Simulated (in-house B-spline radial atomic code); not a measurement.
**Pt¹⁴⁺: excited configurations**

How much energy does it take to promote electrons of Pt¹⁴⁺ to other shells? Each configuration is solved by itself and compared with the reference.

The numbers are computed with in-house B-spline radial atomic code version 1 (Dirac-Hartree-Fock, average of configuration, Fermi nucleus, basis-set limit), except any that are marked as measured or tabulated.

### Step 1. The system

- element: platinum (Z = 78)
- charge: +14
- electrons: 64
- configuration: [Kr] 4d10 4f14 5s2 5p2
- Hamiltonian: Dirac-Coulomb
- nucleus: Fermi, rms radius 5.427 fm

Outer shells as boxes (Hund's rule):

[Kr] 4d10 4f14 5s2 5p2
```
[Kr] core
4d [↑↓][↑↓][↑↓][↑↓][↑↓]
4f [↑↓][↑↓][↑↓][↑↓][↑↓][↑↓][↑↓]
5s [↑↓]
5p [↑ ][↑ ][  ]
```

The boxes draw the filling by Hund's rule, which heavy ions in jj coupling don't follow; these runs average over all states of the configuration.

The run's settings:

```ini
Z = 78
electrons = 64.0
configuration = [Kr] 4d10 4f14 5s2 5p2
hamiltonian = dirac
method = hf
spin_polarised = False
nucleus = fermi
rms_radius = 5.427
mass_number = 195
atomic_mass = 194.964794325
speed_of_light = 137.035999084
```

The reference is known from an earlier run: -18371.417377 hartree in all. Up to eight levels, counted from the top:

```tsv
orbital	occupation	energy (eV)	<r> (bohr)
4p3/2	4	-822.04	0.4496
4d3/2	4	-631.04	0.4581
4d5/2	6	-613.39	0.4688
4f5/2	6	-367.10	0.4906
5s1/2	2	-366.64	0.8905
4f7/2	8	-363.42	0.4966
5p1/2	0.666667	-327.87	0.9335
5p3/2	1.33333	-307.76	0.9913
```

### Step 2. [Kr] 4d10 4f13 5s2 5p2 9s1

The run's settings:

```ini
Z = 78
electrons = 64.0
configuration = [Kr] 4d10 4f13 5s2 5p2 9s1
hamiltonian = dirac
method = hf
spin_polarised = False
nucleus = fermi
rms_radius = 5.427
mass_number = 195
atomic_mass = 194.964794325
speed_of_light = 137.035999084
```

### Step 3. Configuration [Kr] 4d10 4f14 5s2 5p1 7d1

The settings differ from step 2 so:

```diff
@@ -2,3 +2,3 @@
 electrons = 64.0
-configuration = [Kr] 4d10 4f13 5s2 5p2 9s1
+configuration = [Kr] 4d10 4f14 5s2 5p1 7d1
 hamiltonian = dirac
```

### Step 4. Run with [Kr] 4d10 4f13 5s2 5p2 5d1

The settings differ from step 3 so:

```diff
@@ -2,3 +2,3 @@
 electrons = 64.0
-configuration = [Kr] 4d10 4f14 5s2 5p1 7d1
+configuration = [Kr] 4d10 4f13 5s2 5p2 5d1
 hamiltonian = dirac
```

### Step 5. [Kr] 4d9 4f14 5s2 5p2 6f1

The settings differ from step 4 so:

```diff
@@ -2,3 +2,3 @@
 electrons = 64.0
-configuration = [Kr] 4d10 4f13 5s2 5p2 5d1
+configuration = [Kr] 4d9 4f14 5s2 5p2 6f1
 hamiltonian = dirac
```

### Step 6. Configuration [Kr] 4d10 4f14 5s2 5p1 7f1

The settings differ from step 5 so:

```diff
@@ -2,3 +2,3 @@
 electrons = 64.0
-configuration = [Kr] 4d9 4f14 5s2 5p2 6f1
+configuration = [Kr] 4d10 4f14 5s2 5p1 7f1
 hamiltonian = dirac
```

How far above the reference does each configuration lie (order and size, in eV)?

**Answer**, as computed:

| net move | configuration | energy above the reference (eV) | with Breit, QED, recoil (eV) | largest <r> (bohr) |
| --- | --- | --- | --- | --- |
| 4f → 5d | [Kr] 4d10 4f13 5s2 5p2 5d1 | 113.26 | 113.47 | 1.11 |
| 5p → 7d | [Kr] 4d10 4f14 5s2 5p1 7d1 | 217.82 | 217.50 | 3.03 |
| 5p → 7f | [Kr] 4d10 4f14 5s2 5p1 7f1 | 235.25 | 234.91 | 3.51 |
| 4f → 9s | [Kr] 4d10 4f13 5s2 5p2 9s1 | 297.20 | 297.38 | 4.90 |
| 4d → 6f | [Kr] 4d9 4f14 5s2 5p2 6f1 | 501.89 | 501.45 | 2.33 |

Quantum defects of the promoted electron, δ = n − ζ/√(−2ε) with ζ = 15 and ε its orbital energy in hartree:

| promotion | δ |
| --- | --- |
| 5p → 7d | 1.359 |
| 5p → 7f | 0.766 |
| 4f → 9s | 2.011 |
| 4d → 6f | 0.797 |

**Reading.** At the bottom stands 4f → 5d (113.26 eV), at the top 4d → 6f (501.89 eV). 1 of them lies more than 2 % above the ionisation threshold that Koopmans' theorem gives (307.76 eV), where such states can decay by emitting an electron. Of those tabulated, the defect is largest for 9s (2.01) and least for 7f (0.77); at this charge much of the defect is relativistic. These are averages over configurations, without correlation, not spectroscopic levels.
